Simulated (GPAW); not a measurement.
# Cd2Ag3 in GPAW: relaxation of the atoms with PBEsol+D3(BJ)+ATM

Aim: the relaxation of the atoms of Cd2Ag3 with PBEsol+D3(BJ)+ATM.

Everything below comes from runs of GPAW 26.7.0. Logs are shortened: lines on timing, memory, paths and dates and some standing lists are left out, and cuts for length are marked. The log counts tension as positive stress, the text compression.

## (1) The cell of the first run

The cell holds a slab with vacuum, 5 atoms: a = 3.021 Å, b = 3.021 Å, c = 24.567 Å, α = 90.00°, β = 90.00°, γ = 120.00°.

## (2) Relaxation of the atoms, PBEsol+D3(BJ)+ATM (the (0 0 1) slab of CdAg, cut from the database cell, not relaxed)

File run.py:

```python
import numpy as np
from ase import Atoms
from ase.calculators.mixing import SumCalculator
from ase.constraints import FixAtoms
from ase.io import write
from ase.optimize import FIRE
from dftd3.ase import DFTD3
from gpaw import GPAW, PW, setup_paths

setup_paths.insert(0, '.')

atoms = Atoms(['Ag', 'Cd', 'Ag', 'Cd', 'Ag'],
              cell=[[3.0214094453, 0, 0.0],
                    [-1.5107047225, 2.6166173348, 0.0],
                    [0.0, 0.0, 24.5667783488]],
              scaled_positions=[[0.6666666667, 0.3333333333, 0.3052903353],
                                [0.0, 0.0, 0.4026451677],
                                [0.3333333333, 0.6666666667, 0.5],
                                [0.6666666667, 0.3333333333, 0.5973548323],
                                [0.0, 0.0, 0.6947096647]],
              pbc=True)
atoms.pbc = (True, True, False)
atoms.set_constraint(FixAtoms([0, 1]))

calc = GPAW(mode=PW(450),
            xc='PBEsol',
            kpts={'size': (10, 10, 1), 'gamma': True},
            occupations={'name': 'fermi-dirac', 'width': 0.05},
            nbands=61,
            convergence={'density': 1e-05, 'energy': 1e-05},
            maxiter=150,
            poissonsolver={'dipolelayer': 'xy'},
            symmetry={'extra_ids': [1, 1, 0, 0, 0]},
            txt='gpaw.txt')
atoms.calc = SumCalculator([calc, DFTD3(damping='d3bj', params_tweaks=dict(method='pbesol', atm=True))])
opt = FIRE(atoms, trajectory='relax.traj', logfile='-')
done = opt.run(fmax=0.05, steps=60)
calc.write('gs.gpw')
write('result.traj', atoms)
print('Converged:', done)
print('Cell:', atoms.cell.cellpar().round(4))
print('Volume:', round(atoms.get_volume(), 4))
print(atoms.get_scaled_positions().round(5))

v = calc.get_electrostatic_potential().mean(axis=(0, 1))
z = np.arange(len(v)) * atoms.cell[2, 2] / len(v)
ef = calc.get_fermi_level()
np.savetxt('planar.dat', np.c_[z, v], fmt='%.4f')
below, above = np.interp([1.5, atoms.cell[2, 2] - 1.5], z, v) - ef
print(f'Work functions: bottom {below:.4f} eV, top {above:.4f} eV')
print('Dipole moment:', *calc.get_dipole_moment().round(5), 'e A')
```

Potentials or basis: PAW data sets generated in the run's folder for this functional, pw.

The run is started by

```bash
gpaw-setup -f PBEsol Ag Cd
OMP_NUM_THREADS=1 python run.py
```

gpaw.txt:

```text
__  _  _
 | _ |_)|_||  |
 |__||  | ||/\| - 26.7.0

Input parameters:
  mode=PW(ecut=450.00000000000006),
  convergence={'density': 1e-05, 'energy': 1e-05},
  kpts=MonkhorstPack(size=(10, 10, 1), gamma=True),
  maxiter=150,
  nbands=61,
  occupations=Occupations(name='fermi-dirac', width=0.05),
  poissonsolver=PoissonSolver(dipolelayer='xy'),
  symmetry=Symmetry(extra_ids=array([1, 1, 0, 0, 0])),
  xc=XC(name='PBEsol')

Diagonalizing LCAO Hamiltonian
Converting LCAO to pw mode

       Ag

            Cd

         Ag

       Cd

            Ag

Atoms  # Å, Bohr magnetons
|   | symbol |         x |        y |         z |    initial magnetic moments |
|---|--------|-----------|----------|-----------|-----------------------------|
| 0 |     Ag |  1.510705 | 0.872206 |  7.500000 | ( 0.0000,  0.0000,  0.0000) |
| 1 |     Cd |  0.000000 | 0.000000 |  9.891695 | ( 0.0000,  0.0000,  0.0000) |
| 2 |     Ag | -0.000000 | 1.744412 | 12.283389 | ( 0.0000,  0.0000,  0.0000) |
| 3 |     Cd |  1.510705 | 0.872206 | 14.675084 | ( 0.0000,  0.0000,  0.0000) |
| 4 |     Ag |  0.000000 | 0.000000 | 17.066778 | ( 0.0000,  0.0000,  0.0000) |

Unit cell  # Å
| periodic |         x |        y |         z |   lengths |     angles |
|----------|-----------|----------|-----------|-----------|------------|
|      yes |  3.021409 | 0.000000 |  0.000000 |  3.021409 |  90.000000 |
|      yes | -1.510705 | 2.616617 |  0.000000 |  3.021409 |  90.000000 |
|       no |  0.000000 | 0.000000 | 24.566778 | 24.566778 | 120.000000 |

Number of symmetries: 6
Symmetry operations  # r_c * U_cc + t_c -> r_c
|   | kind |            matrix            |
|---|------|------------------------------|
| 0 |  σ   |  1, 1, 0,  0,-1, 0,  0, 0, 1 |
| 1 |  E   |  1, 0, 0,  0, 1, 0,  0, 0, 1 |
| 2 |  C3  |  0, 1, 0, -1,-1, 0,  0, 0, 1 |
| 3 |  σ   |  0,-1, 0, -1, 0, 0,  0, 0, 1 |
| 4 |  σ   | -1, 0, 0,  1, 1, 0,  0, 0, 1 |
| 5 |  C3  | -1,-1, 0,  1, 0, 0,  0, 0, 1 |

BZ-sampling:
  Number of BZ points: 100
  Number of IBZ points: 14

  Monkhorst-Pack size: [10, 10, 1]
  Monkhorst-Pack shift: [0.05, 0.05, 0.0]

K-points  # in reciprocal-cell coordinates
|     |                                coordinates |     weight |
|-----|--------------------------------------------|------------|
|   0 | (  0.00000000,   0.00000000,   0.00000000) | 0.01000000 |
|   1 | (  0.10000000,   0.00000000,   0.00000000) | 0.06000000 |
|   2 | (  0.20000000,  -0.10000000,   0.00000000) | 0.06000000 |
|   3 | (  0.20000000,   0.00000000,   0.00000000) | 0.06000000 |
|   4 | (  0.30000000,  -0.10000000,   0.00000000) | 0.12000000 |
|   5 | (  0.30000000,   0.00000000,   0.00000000) | 0.06000000 |
|   6 | (  0.40000000,  -0.20000000,   0.00000000) | 0.06000000 |
|   7 | (  0.40000000,  -0.10000000,   0.00000000) | 0.12000000 |
|   8 | (  0.40000000,   0.00000000,   0.00000000) | 0.06000000 |
|   9 | (  0.40000000,   0.30000000,   0.00000000) | 0.06000000 |
| ... |                                            |            |
|  13 | (  0.50000000,   0.50000000,   0.00000000) | 0.03000000 |

Plane wave coefficients: 4244
Cutoff: 450.00000000000006 eV

Spin-components: 1 (collinear spins)
Bands:           61
Projectors:      30
Spin-degeneracy: 2
Datatype:        complex128

Parallelization:
  kpt:    1
  domain: 1
  band:   1

Density:
  Valence electrons: 75.0
  Components: 1
  Grid points: [ 15  15 125]
  Charge: 0.0  # |e|

Potential:
  Grid points: [ 15  15 125]

species:
  Ag:
    name:    Silver
    Z:       47.0
    valence: 17
    core:    30
    charge:  0.0  # [|e|]
    compensation charges:
      type: gauss
      rc: 0.40  # [Å]
      lmax: 2
    cutoffs:
      filter: 2.35  # [Å]
      core: 2.19  # [Å]
    projectors
    | kind |    occ | energy [eV] | rcut [Å] |
    |------|--------|-------------|----------|
    |   5s |  1.000 |      -4.417 |    1.286 |
    |   4p |  6.000 |     -58.524 |    1.328 |
    |   5p |  0.000 |      -0.670 |    1.328 |
    |   4d | 10.000 |      -7.455 |    1.180 |
    |    s |        |      22.795 |    1.286 |
    |    d |        |      19.756 |    1.180 |

    Using partial waves for Ag as LCAO basis

  Cd:
    name:    Cadmium
    Z:       48.0
    valence: 12
    core:    36
    charge:  0.0  # [|e|]
    compensation charges:
      type: gauss
      rc: 0.38  # [Å]
      lmax: 2
    cutoffs:
      filter: 2.12  # [Å]
      core: 2.62  # [Å]
    projectors
    | kind |    occ | energy [eV] | rcut [Å] |
    |------|--------|-------------|----------|
    |   5s |  2.000 |      -5.696 |    1.191 |
    |   5p |  0.000 |      -1.145 |    1.228 |
    |   4d | 10.000 |     -11.735 |    1.164 |
    |    s |        |      21.516 |    1.191 |
    |    p |        |      26.066 |    1.228 |
    |    d |        |      15.476 |    1.164 |

    Using partial waves for Cd as LCAO basis

Reference energy: -737791.523430  # eV

eigensolver:
  PPCG
  Converge bands: occupied
  niter=2

density mixing:
  MSR1-Mixer
  Pratt-step length: 0.05
  Maximum mixing coefficient: 0.75
  Old densities: 10
  SVD Regularization: 0.005
  Good broyden scale: 1.0
  Trust region scale: 1.0
  Backstep threshold: 4.0
  History deletion threshold: 6.0
  Fourier metric: weight=20.0, sigma=0.015

occupation numbers:
  Fermi-Dirac:
    width: 0.0500  # eV

<gpaw.new.pw.poisson.DipoleLayerPWPoissonSolver object>
xc functional:
  name: PBEsol with 2 nearest neighbor stencil

convergence criteria:
- Maximum integral of absolute [dens]ity change: 1e-05 electrons / valence electron
- Maximum [total energy] change in last 3 cyles: 1e-05 eV / valence electron
- Maximum integral of absolute [eigenst]ate change: 4e-08 eV^2 / valence electron
maximum number of iterations: 150

SCF iterations
|iter     | |      energy | eigst |  dens |
|---------|-|-------------|-------|-------|
|iter:   1| |  -12.828132 | -0.31 |       |
|iter:   2| |  -12.670172 | -1.94 | -1.36 |
|iter:   3| |  -22.701177 | -1.02 | -1.39 |
|iter:   4| |  -16.636319 | -0.89 | -1.03 |
|iter:   5| |  -13.467453 | -1.85 | -1.29 |
|iter:   6| |  -16.710292 | -2.00 | -1.61 |
|iter:   7| |  -12.292267 | -2.33 | -1.32 |
|iter:   8| |  -12.025018 | -2.73 | -1.88 |
|iter:   9| |  -12.034396 | -3.44 | -2.18 |
|iter:  10| |  -12.061223 | -3.35 | -2.41 |
|iter:  11| |  -12.025235 | -3.77 | -2.31 |
|iter:  12| |  -12.018156 | -4.41 | -2.59 |
[... 468 lines left out ...]
No gap
No difference between direct/indirect transitions
vacuum-level: 6.065  # V
Workfunctions: 4.591, 4.603 eV (top, bottom)

Forces  # eV/Ang
|       x |        y |        z |
|---------|----------|----------|
| 0.00000 | -0.00000 |  0.19296 |  # Ag   0
| 0.00000 | -0.00000 |  0.05319 |  # Cd   1
| 0.00000 |  0.00000 | -0.01839 |  # Ag   2
| 0.00000 | -0.00000 | -0.06843 |  # Cd   3
| 0.00000 |  0.00000 | -0.16082 |  # Ag   4

       Ag

            Cd

         Ag
[... 295 lines left out ...]
No gap
No difference between direct/indirect transitions
vacuum-level: 6.067  # V
Workfunctions: 4.593, 4.623 eV (top, bottom)

Forces  # eV/Ang
|        x |       y |        z |
|----------|---------|----------|
| -0.00000 | 0.00000 |  0.18577 |  # Ag   0
|  0.00000 | 0.00000 |  0.04427 |  # Cd   1
| -0.00000 | 0.00000 | -0.04943 |  # Ag   2
| -0.00000 | 0.00000 | -0.08415 |  # Cd   3
| -0.00000 | 0.00000 | -0.09882 |  # Ag   4

       Ag

            Cd

         Ag
[... 86 lines left out ...]
No gap
No difference between direct/indirect transitions
vacuum-level: 6.069  # V
Workfunctions: 4.594, 4.632 eV (top, bottom)

Forces  # eV/Ang
|       x |        y |        z |
|---------|----------|----------|
| 0.00000 |  0.00000 |  0.18204 |  # Ag   0
| 0.00000 | -0.00000 |  0.03747 |  # Cd   1
| 0.00000 | -0.00000 | -0.06407 |  # Ag   2
| 0.00000 | -0.00000 | -0.08717 |  # Cd   3
| 0.00000 |  0.00000 | -0.07104 |  # Ag   4

       Ag

            Cd

         Ag
[... 297 lines left out ...]
No gap
No difference between direct/indirect transitions
vacuum-level: 6.076  # V
Workfunctions: 4.609, 4.669 eV (top, bottom)

Forces  # eV/Ang
|        x |       y |        z |
|----------|---------|----------|
| -0.00000 | 0.00000 |  0.17112 |  # Ag   0
| -0.00000 | 0.00000 | -0.01815 |  # Cd   1
|  0.00000 | 0.00000 | -0.11208 |  # Ag   2
|  0.00000 | 0.00000 | -0.06595 |  # Cd   3
| -0.00000 | 0.00000 |  0.02225 |  # Ag   4

       Ag

            Cd

         Ag
[... 88 lines left out ...]
No gap
No difference between direct/indirect transitions
vacuum-level: 6.078  # V
Workfunctions: 4.615, 4.680 eV (top, bottom)

Forces  # eV/Ang
|        x |       y |        z |
|----------|---------|----------|
| -0.00000 | 0.00000 |  0.16841 |  # Ag   0
| -0.00000 | 0.00000 | -0.06202 |  # Cd   1
| -0.00000 | 0.00000 | -0.11633 |  # Ag   2
| -0.00000 | 0.00000 | -0.03949 |  # Cd   3
|  0.00000 | 0.00000 |  0.04800 |  # Ag   4

       Ag

            Cd

         Ag
[... 200 lines left out ...]
Forces  # eV/Ang
|        x |        y |        z |
|----------|----------|----------|
| -0.00000 |  0.00000 |  0.17050 |  # Ag   0
| -0.00000 | -0.00000 | -0.22929 |  # Cd   1
| -0.00000 |  0.00000 | -0.04020 |  # Ag   2
|  0.00000 |  0.00000 |  0.02665 |  # Cd   3
|  0.00000 |  0.00000 |  0.07333 |  # Ag   4

# Writing to gs.gpw (mode='')
```

Wall time 18 min (1 thread of Arm Neoverse V2, shared host); peak memory 0.26 GiB.

Results:

- Free energy: -13.8191 eV
- Energy gained by relaxing: 14.4 meV/atom
- Ionic steps: 15
- Band gap on the k mesh: none (metal or under the smearing width)
- Dispersion energy per atom: -0.353 eV
- Dipole across the slab: 0.00 e·Å
- Work function of the upper face: 4.62 eV
- Work function of the lower face: 4.69 eV

The path:
```tsv
step	energy change (eV)	largest force (eV/Å)
1	0.0000	0.2946
2	-0.0010	0.2935
3	-0.0030	0.2924
4	-0.0058	0.2918
5	-0.0095	0.2903
6	-0.0138	0.2882
7	-0.0186	0.2859
8	-0.0238	0.2832
9	-0.0298	0.2796
10	-0.0364	0.2763
11	-0.0437	0.2731
12	-0.0513	0.2693
13	-0.0590	0.2669
14	-0.0663	0.2672
15	-0.0718	0.2702
```

Final structure:
```yaml
crystal:
  lattice:
    - [3.02141, 0.00000, 0.00000]
    - [-1.51070, 2.61662, 0.00000]
    - [0.00000, 0.00000, 24.56678]
  atoms:
    - { symbol: Ag, position: [0.66667, 0.33333, 0.30529] }
    - { symbol: Cd, position: [0.00000, 0.00000, 0.40265] }
    - { symbol: Ag, position: [0.33333, 0.66667, 0.49594] }
    - { symbol: Cd, position: [0.66667, 0.33333, 0.58855] }
    - { symbol: Ag, position: [0.00000, 0.00000, 0.68166] }
```

Caveat: the cutoff is short for stress and forces, so pressures can be off by a GPa or more; later steps reuse the first step's grids.
